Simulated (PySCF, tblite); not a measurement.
# C8H16BN: geometry, infrared bands and NMR shifts

Wanted: the infrared bands and NMR shifts of C8H16BN (`[BH3-][N@+]1(C)CC(=C)C[C@@H]1C=C`), by calculation.

Computed with tblite 0.8.0 and PySCF 2.14.0, with density-fitted response routines of our own, on a single molecule in the gas phase. Atoms count from 0, in the outputs and in this text.

### 1 The molecule as given

26 atoms, charge 0, multiplicity 1; geometry from: force field or distance geometry start.

Bonds of the start (Å): B0–N1 1.56, N1–C2 1.48, N1–C3 1.49, C3–C4 1.49, C4–C5 1.33, C4–C6 1.48, C6–C7 1.53, C7–C8 1.52, C8–C9 1.35, C7–N1 1.49, B0–H10 1.19, B0–H11 1.20, B0–H12 1.20, C2–H13 1.12, C2–H14 1.12, C2–H15 1.12, C3–H16 1.11, C3–H17 1.13, C5–H18 1.08, C5–H19 1.10, C6–H20 1.10, C6–H21 1.11, C7–H22 1.12, C8–H23 1.09, C9–H24 1.08, C9–H25 1.09.

### 2 Relaxing the molecule with GFN2-xTB

Job settings and geometry (Å):

```
{"job": {"kind": "relax", "xc": "GFN2-xTB", "basis": "xTB"}, "charge": 0, "multiplicity": 1}
B     -0.313500     1.695600    -0.772400
N     -0.100000     0.648200     0.366000
C     -0.848300     1.064000     1.576900
C      1.355500     0.573900     0.685500
C      1.880100    -0.579600    -0.093400
C      3.173500    -0.863700    -0.249500
C      0.782100    -1.359700    -0.709100
C     -0.446700    -0.751600    -0.023900
C     -1.690900    -0.890000    -0.893700
C     -2.922700    -0.969700    -0.358100
H      0.237100     1.360100    -1.770500
H     -1.488000     1.818500    -1.010800
H      0.088200     2.770800    -0.436200
H     -1.940000     1.147200     1.348500
H     -0.507600     2.067300     1.941100
H     -0.739200     0.343800     2.421400
H      1.915200     1.505400     0.458000
H      1.534600     0.332300     1.769800
H      3.491100    -1.712400    -0.835500
H      3.940100    -0.243900     0.233400
H      0.777100    -1.198400    -1.801600
H      0.878300    -2.442500    -0.467400
H     -0.614800    -1.370200     0.897800
H     -1.603600    -0.912700    -1.977400
H     -3.062500    -0.955000     0.716500
H     -3.796100    -1.055000    -1.002100
```

Launch:

```
OMP_NUM_THREADS=1 python probes_run.py task.json out
```

One launch serves the whole session: the jobs run in the order shown.

Output:

```text
step      E/eV     max force
  0    -799.84961    1.837
  1    -800.02706    1.293
  2    -800.10475    0.599
  3    -800.13319    0.384
  4    -800.16900    0.413
  5    -800.18108    0.501
  6    -800.19139    0.193
  7    -800.20047    0.205
  8    -800.20828    0.234
  9    -800.21307    0.152
 10    -800.21586    0.128
 11    -800.21815    0.111
 12    -800.22080    0.144
 13    -800.22349    0.120
 14    -800.22604    0.117
 15    -800.22856    0.113
 16    -800.23126    0.147
 17    -800.23394    0.127
 18    -800.23644    0.100
 19    -800.23889    0.113
 20    -800.24150    0.126
 21    -800.24405    0.137
 22    -800.24589    0.084
 23    -800.24699    0.067
 24    -800.24792    0.077
 25    -800.24915    0.094
 26    -800.25074    0.098
 27    -800.25233    0.087
 28    -800.25356    0.071
 29    -800.25457    0.074
 30    -800.25571    0.086
 31    -800.25720    0.089
 32    -800.25889    0.076
 33    -800.26048    0.080
 34    -800.26194    0.071
 35    -800.26337    0.067
 36    -800.26465    0.065
 37    -800.26560    0.053
 38    -800.26632    0.054
 39    -800.26707    0.068
 40    -800.26796    0.063
 41    -800.26883    0.055
 42    -800.26951    0.054
 43    -800.27010    0.052
 44    -800.27084    0.064
 45    -800.27184    0.077
 46    -800.27291    0.081
 47    -800.27377    0.060
 48    -800.27427    0.036
 49    -800.27460    0.034
 50    -800.27488    0.030
 51    -800.27510    0.026
 52    -800.27526    0.024
 53    -800.27542    0.025
 54    -800.27557    0.023
 55    -800.27571    0.021
 56    -800.27584    0.019
 57    -800.27595    0.021
 58    -800.27607    0.023
 59    -800.27619    0.022
 60    -800.27631    0.025
 61    -800.27641    0.019
 62    -800.27648    0.017
 63    -800.27654    0.016
 64    -800.27661    0.021
 65    -800.27668    0.022
 66    -800.27675    0.023
 67    -800.27681    0.020
 68    -800.27687    0.018
 69    -800.27694    0.019
 70    -800.27700    0.018
 71    -800.27707    0.018
 72    -800.27714    0.018
 73    -800.27721    0.023
 74    -800.27729    0.025
 75    -800.27735    0.016
 76    -800.27738    0.011
 77    -800.27741    0.011
 78    -800.27743    0.013
 79    -800.27746    0.014
 80    -800.27749    0.011
 81    -800.27751    0.010
```

It took 1.3 s on 1 thread of Arm Neoverse N1, shared host; peak memory 0.18 GiB.

The steps of the relaxation: (not every step is listed)

```csv
step,energy from step 0 (eV),largest force (eV/Å)
0,0.0000,1.8372
1,-0.1775,1.2934
2,-0.2551,0.5995
3,-0.2836,0.3845
4,-0.3194,0.4131
5,-0.3315,0.5007
6,-0.3418,0.1933
7,-0.3509,0.2048
8,-0.3587,0.2337
14,-0.3764,0.1172
20,-0.3919,0.1259
26,-0.4011,0.0975
32,-0.4093,0.0762
38,-0.4167,0.0544
44,-0.4212,0.0645
50,-0.4253,0.0296
56,-0.4262,0.0193
62,-0.4269,0.0166
68,-0.4273,0.0177
74,-0.4277,0.0248
76,-0.4278,0.0107
77,-0.4278,0.0112
78,-0.4278,0.0125
79,-0.4279,0.0144
80,-0.4279,0.0106
81,-0.4279,0.0101
```

Close pairs (by a distance rule), those that changed most:

```csv
bond,before (Å),after (Å),change (Å)
B0–N1,1.562,1.658,+0.097
C2–H14,1.120,1.087,-0.033
C2–H13,1.118,1.088,-0.031
C7–C8,1.524,1.495,-0.029
N1–C2,1.483,1.455,-0.028
C3–H17,1.125,1.100,-0.025
C8–C9,1.346,1.321,-0.025
N1–C3,1.492,1.468,-0.024
```

The final coordinates are the input of the step that follows.

### 3 Infrared spectrum with GFN2-xTB

Job settings and geometry (Å):

```
{"job": {"kind": "ir", "xc": "GFN2-xTB", "basis": "xTB"}, "charge": 0, "multiplicity": 1}
B     -0.170635     1.722075    -0.871901
N     -0.073850     0.642040     0.382961
C     -0.891290     1.152437     1.472980
C      1.330077     0.493624     0.784596
C      1.888747    -0.584177    -0.100331
C      3.167735    -0.853651    -0.282188
C      0.725671    -1.301426    -0.725420
C     -0.485091    -0.738669     0.020876
C     -1.756891    -0.795937    -0.763007
C     -2.910231    -1.185943    -0.251423
H      0.487638     1.294808    -1.766260
H     -1.325758     1.823748    -1.146051
H      0.276504     2.741514    -0.438983
H     -1.925849     1.212735     1.142355
H     -0.555335     2.152804     1.735215
H     -0.827718     0.502971     2.353403
H      1.852744     1.442396     0.672099
H      1.390852     0.176392     1.836078
H      3.488016    -1.656058    -0.923737
H      3.942497    -0.278498     0.194432
H      0.665645    -1.052915    -1.785973
H      0.799150    -2.385201    -0.632091
H     -0.616345    -1.295845     0.962463
H     -1.680127    -0.496501    -1.796357
H     -3.007751    -1.485151     0.780982
H     -3.809453    -1.224960    -0.841442
```

Output:

```text
mode    cm-1     km/mol
  1      57.3      1.77
  2      68.1      1.57
  3     109.0      5.95
  4     217.3      0.00
  5     247.7      5.14
  6     260.9      1.18
  7     290.1      3.06
  8     303.5      6.02
  9     332.2      4.79
 10     344.4      4.48
 11     405.5      0.60
 12     420.4      2.36
 13     434.7      0.90
 14     450.6      1.12
 15     547.1      4.39
 16     595.7      1.59
 17     617.8     22.75
 18     663.3      4.29
 19     689.4      0.85
 20     845.8      9.58
 21     893.7     14.93
 22     894.5     33.43
 23     900.4     19.78
 24     903.7     22.09
 25     909.7     17.55
 26     947.2      0.83
 27     953.9      5.64
 28     983.2     11.91
 29     998.1      8.36
 30    1017.2     14.66
 31    1020.2     26.56
 32    1088.8      3.29
 33    1109.0      4.07
 34    1138.3     20.09
 35    1152.3     19.28
 36    1169.0    194.84
 37    1176.5     11.32
 38    1207.8     12.17
 39    1216.5     13.57
 40    1243.5      3.94
 41    1255.2     11.66
 42    1267.7     37.45
 43    1276.7      3.41
 44    1280.9     43.96
 45    1302.6      3.43
 46    1320.1      4.88
 47    1329.7     10.26
 48    1410.9      1.83
 49    1413.9      1.57
 50    1420.0      0.30
 51    1445.5      7.94
 52    1449.5      5.32
 53    1469.3      2.21
 54    1487.0     13.19
 55    1708.6      3.74
 56    1746.5     26.19
 57    2418.0    307.87
 58    2447.9    300.46
 59    2475.8    132.98
 60    2851.1     51.40
 61    2871.0     52.15
 62    2928.5     62.39
 63    2983.7     19.06
 64    3000.1     18.29
 65    3009.8      9.78
 66    3038.5     10.04
 67    3043.9     15.34
 68    3084.9     21.65
 69    3103.9     14.84
 70    3112.2     15.08
 71    3131.2     36.76
 72    3137.6     30.52
```

Wall time 2.1 s (1 thread of Arm Neoverse N1, shared host); peak memory 0.18 GiB.

Which atoms move in the most intense modes:

```csv
cm⁻¹,km/mol,atoms
1169,194.8,"H10 26 %, H11 24 %, H12 23 %"
1281,44.0,"H12 49 %, H11 27 %, H10 13 %"
2418,307.9,H12 80 %
2448,300.5,"H11 65 %, H10 23 %"
2476,133.0,"H10 67 %, H11 20 %, H12 11 %"
2851,51.4,H22 92 %
2871,52.1,H17 92 %
2928,62.4,H15 93 %
```

### 4 Nuclear shieldings: PBE0/pcSseg-1

Same as in step 3 but for these lines:

```diff
@@ -1,2 +1,2 @@
-{"job": {"kind": "ir", "xc": "GFN2-xTB", "basis": "xTB"}, "charge": 0, "multiplicity": 1}
+{"job": {"kind": "nmr", "xc": "PBE0", "basis": "pcSseg-1"}, "charge": 0, "multiplicity": 1}
 B     -0.170635     1.722075    -0.871901
```

Level: GIAO PBE0/pcSseg-1 NMR shielding, non-relativistic, gas phase.

Output:

```text
coarse grid: 20760 points
cycle   1  E = -393.3436773224  dE =  1.328e+00  |g| = 5.504e-01  |ddm| = 4.495e+00
cycle   2  E = -393.3416276533  dE =  2.050e-03  |g| = 6.015e-01  |ddm| = 1.157e+00
cycle   3  E = -393.4279340020  dE = -8.631e-02  |g| = 1.129e-01  |ddm| = 5.845e-01
cycle   4  E = -393.4305053504  dE = -2.571e-03  |g| = 4.789e-02  |ddm| = 1.555e-01
cycle   5  E = -393.4310499642  dE = -5.446e-04  |g| = 1.263e-02  |ddm| = 5.353e-02
cycle   6  E = -393.4310847307  dE = -3.477e-05  |g| = 3.877e-03  |ddm| = 1.270e-02
cycle   7  E = -393.4310883118  dE = -3.581e-06  |g| = 6.492e-04  |ddm| = 3.514e-03
final grid: 197816 points
cycle   8  E = -393.4902467379  dE = -9.389e-05  |g| = 9.918e-03  |ddm| = 6.050e-02
cycle   9  E = -393.4902462008  dE =  5.372e-07  |g| = 1.006e-02  |ddm| = 1.935e-02
cycle  10  E = -393.4902731337  dE = -2.693e-05  |g| = 1.564e-03  |ddm| = 1.069e-02
cycle  11  E = -393.4902737029  dE = -5.693e-07  |g| = 3.759e-04  |ddm| = 1.712e-03
cycle  12  E = -393.4902737347  dE = -3.175e-08  |g| = 9.451e-05  |ddm| = 3.335e-04
cycle  13  E = -393.4902737365  dE = -1.831e-09  |g| = 4.231e-05  |ddm| = 1.042e-04
cycle  14  E = -393.4902737369  dE = -4.319e-10  |g| = 9.254e-06  |ddm| = 4.379e-05
converged SCF energy = -393.4902737369

GIAO shielding tensors (ppm)
atom      isotropic    diamagn.    paramagn.     s11        s22        s33       span
  0 B      119.527     192.589     -73.062     97.859    108.141    152.582     54.723
  1 N      188.130     324.094    -135.964    147.518    193.937    222.935     75.417
  2 C      136.134     247.941    -111.807     98.076    127.204    183.123     85.046
  3 C      115.818     249.001    -133.183     84.415    102.949    160.089     75.674
  4 C       33.671     264.103    -230.432    -79.572     47.995    132.588    212.160
  5 C       73.827     248.071    -174.244    -36.914     92.187    166.208    203.122
  6 C      145.172     248.832    -103.660    120.277    143.311    171.929     51.652
  7 C      111.015     249.792    -138.777     87.107    105.077    140.861     53.754
  8 C       40.360     253.743    -213.382    -78.983     49.107    150.957    229.940
  9 C       59.490     254.499    -195.009    -53.401     73.444    158.428    211.829
 10 H       29.773      33.280      -3.507     26.495     26.920     35.904      9.409
 11 H       29.957      33.131      -3.174     25.878     28.510     35.485      9.607
 12 H       30.068      33.195      -3.127     27.170     27.646     35.389      8.219
 13 H       28.567      31.486      -2.920     24.731     27.116     33.854      9.123
 14 H       28.763      30.377      -1.614     24.481     26.648     35.162     10.681
 15 H       30.089      31.837      -1.748     26.468     26.915     36.884     10.416
 16 H       27.577      32.204      -4.627     23.736     26.952     32.045      8.309
 17 H       28.440      32.329      -3.889     23.618     28.299     33.402      9.784
 18 H       26.312      29.413      -3.101     22.879     24.621     31.436      8.557
 19 H       26.358      29.537      -3.179     22.865     24.756     31.454      8.589
 20 H       28.392      31.973      -3.582     25.032     27.104     33.038      8.006
 21 H       29.050      31.324      -2.273     24.923     27.829     34.400      9.477
 22 H       28.838      35.655      -6.817     25.708     27.823     32.983      7.275
 23 H       25.145      32.236      -7.091     22.463     23.953     29.018      6.556
 24 H       26.261      32.156      -5.895     22.000     25.563     31.220      9.220
 25 H       26.087      28.433      -2.346     23.065     24.961     30.233      7.168
```

Wall time 2.1 min (1 thread of Arm Neoverse N1, shared host); peak memory 1.1 GiB.

Shifts follow as δ = σ(reference) − σ, with reference shieldings (ppm) from runs at the same level and on the same kind of geometry: 1H TMS 31.72, 13C TMS 186.9, 15N NH3 267.7, 11B BF3·OEt2 100.1. The references are single molecules in the gas phase, so shifts against H2O, NH3, PH3, H3PO4 or CFCl3 are not on the usual liquid scales and can be off by tens of ppm. Atoms listed in one row are averaged.

```csv
atoms,environment,σ (ppm),δ (ppm),δ scaled to CDCl3
C4,fully substituted alkene carbon,33.7,153.3,147.7
C8,alkene CH,40.4,146.6,141.1
C9,terminal =CH2 carbon,59.5,127.4,122.5
C5,terminal =CH2 carbon,73.8,113.1,108.5
C7,allylic sp3 CH bonded to N,111.0,75.9,72.2
C3,allylic sp3 CH2 bonded to N,115.8,71.1,67.5
C2,methyl carbon bonded to N,136.1,50.8,47.7
C6,allylic sp3 CH2,145.2,41.8,38.8
H23,hydrogen on an alkene CH,25.14,6.57,6.30
H25,hydrogen on a terminal =CH2 carbon,26.09,5.63,5.41
H24,hydrogen on a terminal =CH2 carbon,26.26,5.46,5.25
H18,hydrogen on a terminal =CH2 carbon,26.31,5.40,5.20
H19,hydrogen on a terminal =CH2 carbon,26.36,5.36,5.16
H16,hydrogen on an allylic sp3 CH2 bonded to N,27.58,4.14,4.01
H20,hydrogen on an allylic sp3 CH2,28.39,3.33,3.24
H17,hydrogen on an allylic sp3 CH2 bonded to N,28.44,3.28,3.20
H22,hydrogen on an allylic sp3 CH bonded to N,28.84,2.88,2.82
H21,hydrogen on an allylic sp3 CH2,29.05,2.67,2.62
"H13, H14, H15",hydrogen on a methyl carbon bonded to N,29.14,2.58,2.54
"H10, H11, H12",hydrogen on a boron bonded to N,29.93,1.78,–
B0,"boron bonded to N, 3 H",119.5,-19.5,–
N1,donor nitrogen of a Lewis adduct,188.1,79.6,–
```

The scaled column applies a straight-line fit of computed shieldings to shifts measured in CDCl3 (root-mean-square error 0.16 ppm for H, 1.9 ppm for C).

The run also stored atomic charges by several schemes (e):

```csv
atoms,Mulliken,IAO,Hirshfeld,ESP fit
B0,-0.08,-0.41,-0.10,-0.18
N1,-0.69,-0.01,0.05,0.21
C2,-0.05,-0.30,-0.05,-0.47
C3,0.15,-0.16,-0.01,-0.27
C4,-0.47,0.02,0.02,0.30
C5,-0.04,-0.34,-0.11,-0.63
C6,0.01,-0.27,-0.07,-0.44
C7,-0.11,-0.01,0.04,0.04
C8,-0.14,-0.13,-0.03,-0.14
C9,-0.11,-0.31,-0.09,-0.40
```

Mayer bond orders: B0–N1 0.56, N1–C2 0.92, N1–C3 0.88, C3–C4 0.99, C4–C5 2.05, C4–C6 1.01, C6–C7 1.01, C7–C8 1.03, C8–C9 1.96, C7–N1 0.83.

Ring of atoms N1, C3, C4, C6, C7: NICS(0) -4.5, NICS(1) -3.7, NICS(1)zz -4.8 ppm (means of both faces).

Orbitals, density, ELF and potential are computed afterwards from the orbital file.

Frontier orbitals at PBE0/pcSseg-1, with the share of their density that lies nearest to each atom:

```csv
orbital,energy (eV),lies on
HOMO,-7.36,"C5 25 %; C4 18 %; H11, H12 about 12 % each"
LUMO,-0.16,"C8, C9 about 28 % each; H24, H25 about 8 % each"
```

ELF in a plane through or near 11 of the atoms.

Ten even steps from ' ' (0.00) to '@' (1.00):
```
                                                        
                                                        
                                                        
                            %%@@##                      
                          ::@@@@@@..                    
                ++%%%%::  ..@@@@%%::====                
                @@@@@@##    ==****@@@@@@--              
                **@@@@##++++%%##++@@@@@@..              
      ::%%@@##    ==++..%%**--**::====..                
      **@@@@@@++::**@@##--**%%**..  ..::--::            
      ++@@@@@@++##::::++  --++==++--++**++--..          
        --**==%%%%--::%%**%%::::@@++%%**==**++::        
        ..%%@@%%==--**==--##**++##**@@::::@@@@##..      
        ++@@@@@@::  --%%%%**....--##%%####@@@@%%..      
        ::@@@@@@    ++@@@@%%    ::####++==++**::        
          ..::..    --@@@@##      --==--..              
                      ==++::                            
                                                        
                                                        
                                                        
```
The map spans 13.1 Å across and 10.6 Å up, centred on the molecule. Atoms in the plane (x, y in Å): N1 (0.1, 0.7), C3 (-1.3, 0.8), C4 (-1.9, -0.5), C5 (-3.2, -0.8), C6 (-0.8, -1.5), C7 (0.5, -0.7), C9 (2.9, -1.3), H13 (2.0, 1.5), H16 (-1.8, 1.7), H18 (-3.6, -1.8), H19 (-3.9, 0.0).

log10 of the density (e/Å³) in the same plane.

Ten even steps from ' ' (-4.0) to '@' (1.6):
```
                                                        
                                                        
                        ....::::::..                    
                  ......::--======--::..                
                ::::::::--==++**++==--::..              
              ::--==========**##**++==--::..            
          ....--==******++++**####****++--..            
      ..::------++**####**##########**++--::            
    ..--==++++==++**##%%##%%@@##**++++==--::::          
    ::--++**********####**######**++++======--::..      
    ::==++##########%%******####********++++==::..      
    ::--==**##@@####%%######%%%%##########**++--::..    
    ..--==**####******##%%####****####%%####**==--..    
    ..::==**##**++++++####**++++++************==--..    
      ::--==++++====++******========++++++++==--::      
        ..::----::--==++++==----------------::..        
          ........::::------::::::::::::::::..          
                    ........                            
                                                        
                                                        
```
The map spans 13.1 Å across and 10.6 Å up, centred on the molecule. Atoms in the plane (x, y in Å): N1 (0.1, 0.7), C3 (-1.3, 0.8), C4 (-1.9, -0.5), C5 (-3.2, -0.8), C6 (-0.8, -1.5), C7 (0.5, -0.7), C9 (2.9, -1.3), H13 (2.0, 1.5), H16 (-1.8, 1.7), H18 (-3.6, -1.8), H19 (-3.9, 0.0).

On the surface of density 0.002 e/bohr³ the electrostatic potential runs, from the 1st to the 99th percentile, from -1.63 to 1.21 V.

### 5 What came out

```
                                                              quantity                                                                       value
                             strongest single infrared mode (GFN2-xTB)                                                       2418 cm⁻¹, 308 km/mol
                                          zero-point energy (GFN2-xTB)                                                              140.2 kcal/mol
                                13C shifts against TMS (PBE0/pcSseg-1)                      153.3, 146.6, 127.4, 113.1, 75.9, 71.1, 50.8, 41.8 ppm
1H shifts against TMS (PBE0/pcSseg-1, means over atoms taken as alike)  6.57, 5.63, 5.46, 5.40, 5.36, 4.14, 3.33, 3.28, 2.88, 2.67, 2.58, 1.78 ppm
                           11B shifts against BF3·OEt2 (PBE0/pcSseg-1)                                                                   -19.5 ppm
                                15N shifts against NH3 (PBE0/pcSseg-1)                                                                    79.6 ppm
                                 surface potential, 1st and 99th percentile                                                          -1.63 V and 1.21 V
```

What this shows: Relaxing lowered the energy by 0.428 eV in 81 steps; the close pair that moved most is B0–N1, from 1.562 to 1.658 Å. All 72 modes are real, so the xTB geometry is a minimum. The strongest single mode, at 2418 cm⁻¹, moves mainly H12. GFN2-xTB is a fitted tight-binding method: band positions and strengths are rough. Its intensities can rank the bands wrongly. H23 (hydrogen on an alkene CH) lies farthest downfield among hydrogen, at 6.57 ppm; a vinylic proton, deshielded by the sp2 carbon and the C=C anisotropy. At PBE0/pcSseg-1: Shielding is most anisotropic at C8 (span 230 ppm, paramagnetic term -213 ppm).
